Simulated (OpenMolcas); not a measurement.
**V²⁺ among point charges: CASSCF levels and susceptibility**

Aim: the splitting of the states of V²⁺ in the field of 6 point charges, its lowest levels with spin-orbit coupling and its magnetic susceptibility.

The numbers are computed with OpenMolcas 26.06 (state-averaged CASSCF, spin-orbit coupling by RASSI with atomic mean-field integrals), except any that are marked as measured or tabulated.

1 further run of the same task is left out (it didn't finish).

## (1) The system

```
Species                           : V²⁺ (vanadium, Z = 23, 21 electrons)
Basis                             : ANO-RCC-VDZP [5s4p2d1f], 34 functions
Scalar Hamiltonian                : DKH2, point nucleus
Inactive shells                   : 1s 2s 2p 3s 3p
Active space                      : 3 electrons in 5 orbitals (3d)
Some configurations of this space : 3d3
Orbitals                          : optimised for each spin and parity, averaged over all roots
```

The outer shells:

3d3
```
3d [↑ ][↑ ][↑ ][  ][  ]
```

The ion sits among 6 point charges of -2 e arranged as a tetragonal octahedron (D4h), 2 Å from the ion. The active orbitals were held to one l.

The work runs as a chain of OpenMolcas steps in one folder; each step below is one input file. Labels, J, g values, rates, χT and fits are worked out afterwards by a script from the matrices that RASSI stores. The input lists half of the charges; inversion (Group=XYZ) makes the rest.

## (2) GATEWAY and SEWARD: basis and integrals

a.inp

```
&GATEWAY
Coord
1

V 0.0 0.0 0.0
Basis=ANO-RCC-VDZP
Group=XYZ
NoMove
AngMom=0.0 0.0 0.0
AMFI
XField
3 Angstrom 0
2.000000 0.000000 0.000000 -2.000000
0.000000 2.000000 0.000000 -2.000000
0.000000 0.000000 2.000000 -2.000000
&SEWARD
```

Launch:

```sh
$ OMP_NUM_THREADS=1 MOLCAS_MEM=1689 MOLCAS_PROJECT=a pymolcas a.inp > a.log
```

## (3) Reference wave functions, quartets of even parity, 10 roots

a.inp

```
&RASSCF
FileOrb=start.orb
Symmetry=1
Spin=4
nActEl=3 0 0
Inactive=3 6
Ras2=5 0
CIRoot=10 10 1
SDav=10
CIMx=300
Iter=120 100
PrWF=0.3
OrbListing=Nothing
MaxOrb=0
SupSym
1
10 4 5 6 7 8 11 12 13 14 15
0
>>> COPY $Project.JobIph JOB001
```

start.orb holds the contracted functions of the basis, ordered by shell, or the orbitals of the step before.

## (4) CASSCF: doublets of even parity, 40 roots

a.inp

```
&RASSCF
FileOrb=start.orb
Symmetry=1
Spin=2
nActEl=3 0 0
Inactive=3 6
Ras2=5 0
CIRoot=40 40 1
SDav=40
CIMx=300
Iter=120 100
PrWF=0.3
OrbListing=Nothing
MaxOrb=0
SupSym
1
10 4 5 6 7 8 11 12 13 14 15
0
>>> COPY $Project.JobIph JOB002
```

## (5) RASSI: spin-orbit coupling between the states

a.inp

```
&RASSI
NrOfJobIphs=2 10 40
1 2 3 4 5 6 7 8 9 10
1 2 3 4 5 6 7 8 9 10 11 12 13 14 15 16 17 18 19 20 21 22 23 24 25 26 27
28 29 30 31 32 33 34 35 36 37 38 39 40
IphNames
JOB001
JOB002
EJob
SpinOrbit
DIPRint=1.0
SOCoupling=1000.0
Subsets=2
Property=9
'ANGMOM' 1 'ANGMOM' 2 'ANGMOM' 3 'MLTPL  1' 1 'MLTPL  1' 2 'MLTPL  1' 3
'AMFI' 1 'AMFI' 2 'AMFI' 3
SOProperty=3
'ANGMOM' 1 'ANGMOM' 2 'ANGMOM' 3
```

Before running it: what results should come out? Wanted: spin-free ground state; first state of the same spin within the active space; lowest level; next level.

**Answer**, as computed:

```
                                            quantity                            value
                                              method                           CASSCF
                              spin-free ground state  4B1, 1-fold in its orbital part
first state of the same spin within the active space             quartet at 8550 cm⁻¹
                                        lowest level                           4-fold
                                          next level                      8488.7 cm⁻¹
                                         χT at 300 K                   1.85 cm³ K/mol
                           effective moment at 300 K                          3.84 μB
```

What this shows: The spin-free ground state (4B1) comes to 100 % from free-ion F terms and keeps the highest spin of the shell. χT at 300 K is 1.85, against 1.88 cm³ K/mol for the spin alone; near agreement at one temperature doesn't show that the orbital moment is quenched. The field of point charges can differ much from that of real complexes. This is an electrostatic model: the charges have no orbitals.
